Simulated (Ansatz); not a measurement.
# AlBrClH3OSi: a ladder of functionals and wavefunction methods

An exercise on one series of results from a longer session: the logs are not shown, and one member is left open.

The runs use Ansatz 0.2.0, Gaussian basis; functionals in def2-TZVPP, the program's frozen cores in correlated methods.

Levels to be run: LDA (SPW92), PBE-D4, revPBE-D4, BLYP-D4, r2SCAN-D4, B97M-V, PBE0-D4, B3LYP-D4, r2SCANh-D4, r2SCAN0-D4, HSE06-D4, BHLYP-D4, CAM-B3LYP-D4, LC-ωPBE, ωB97X-V, ωB97M-V, B2PLYP, PBE-QIDH; CCSD(T)/def2-SVP; CCSD(T)/def2-TZVPP; MP2/def2-QZVPP; extrapolation to the limit; RPA on PBE.

### The relaxed structure

An earlier PBE0-D4 in a triple-zeta def2 set relaxation fixed the geometry.

SMILES `[SiH3][O][Al]([Cl])[Br]`, 8 atoms, charge 0, spin multiplicity 1.

Atoms are counted from 1 here; the program's logs count them from 0.

Bond lengths: Si1–O2 1.630 Å, Si1–H6 1.485 Å, Si1–H7 1.486 Å, Si1–H8 1.485 Å, O2–Al3 1.659 Å, Al3–Cl4 2.073 Å, Al3–Br5 2.230 Å. Angles: O2–Si1–H6 109.5°, O2–Si1–H7 110.0°, O2–Si1–H8 109.4°, H6–Si1–H7 109.2°, H6–Si1–H8 109.4°, H7–Si1–H8 109.3°, Si1–O2–Al3 174.3°, O2–Al3–Cl4 120.1°, O2–Al3–Br5 120.3°, Cl4–Al3–Br5 119.6°.

Set-up of the first run:

Input file in.yaml:

```yaml
crystal:
  periodic: [false, false, false]
  atoms:
    - {symbol: Si, position_ang: [-1.239229, -0.098543, 0.848945]}
    - {symbol: O, position_ang: [0.138424, -0.095446, -0.022587]}
    - {symbol: Al, position_ang: [1.486511, 0.046469, -0.979767]}
    - {symbol: Cl, position_ang: [2.948002, -1.423790, -0.940077]}
    - {symbol: Br, position_ang: [1.738510, 1.815236, -2.314172]}
    - {symbol: H, position_ang: [-1.746326, -1.488939, 0.971845]}
    - {symbol: H, position_ang: [-2.266072, 0.739003, 0.177360]}
    - {symbol: H, position_ang: [-0.967620, 0.448910, 2.202653]}
basis:
  gaussian: {orbitals: def2-TZVPP}
hamiltonian: {xc: lda}
output: {orbitals: {seedname: orbitals}}
```

Run with:

```bash
$ ansatz run in.yaml --threads 4 --pin off --events-out ev --progress --plain --max-ram 10444MiB
```

Steps of the session up to this table: LDA; PBE-D4 (GGA); revPBE-D4 (GGA); BLYP-D4 (GGA); r2SCAN-D4 (meta-GGA); B97M-V (meta-GGA); B3LYP-D4 (hybrid); r2SCANh-D4 (hybrid); r2SCAN0-D4 (hybrid); HSE06-D4 (hybrid); BHLYP-D4 (hybrid); CAM-B3LYP-D4 (range-separated); LC-ωPBE (range-separated); ωB97X-V (range-separated); ωB97M-V (range-separated); B2PLYP (double hybrid); PBE-QIDH (double hybrid).

One of the session's tables, all rows but one given; the rest of the session is left out.

It belongs to the step «Frontier levels by functional». 

```
  functional  HOMO (eV)  gap (eV)
 LDA (SPW92)      -7.54      5.20
      PBE-D4      -7.40      5.36
   revPBE-D4      -7.35      5.46
     BLYP-D4      -7.24      5.29
   r2SCAN-D4      -7.76      6.14
      B97M-V      -7.84      6.03
     PBE0-D4          ?         ?
    B3LYP-D4      -8.48      7.03
  r2SCANh-D4      -8.25      6.91
  r2SCAN0-D4      -8.99      8.04
    HSE06-D4      -8.36      6.80
    BHLYP-D4      -9.92      9.56
CAM-B3LYP-D4     -10.09      9.83
     LC-ωPBE     -11.50     12.51
     ωB97X-V     -11.13     11.93
     ωB97M-V     -10.99     11.49
```

**Question.** Estimate the row for PBE0-D4.

As computed: HOMO (eV): -8.76; gap (eV): 7.57. In the column «HOMO (eV)» it lies between r2SCAN0-D4 (-8.99) and B3LYP-D4 (-8.48).
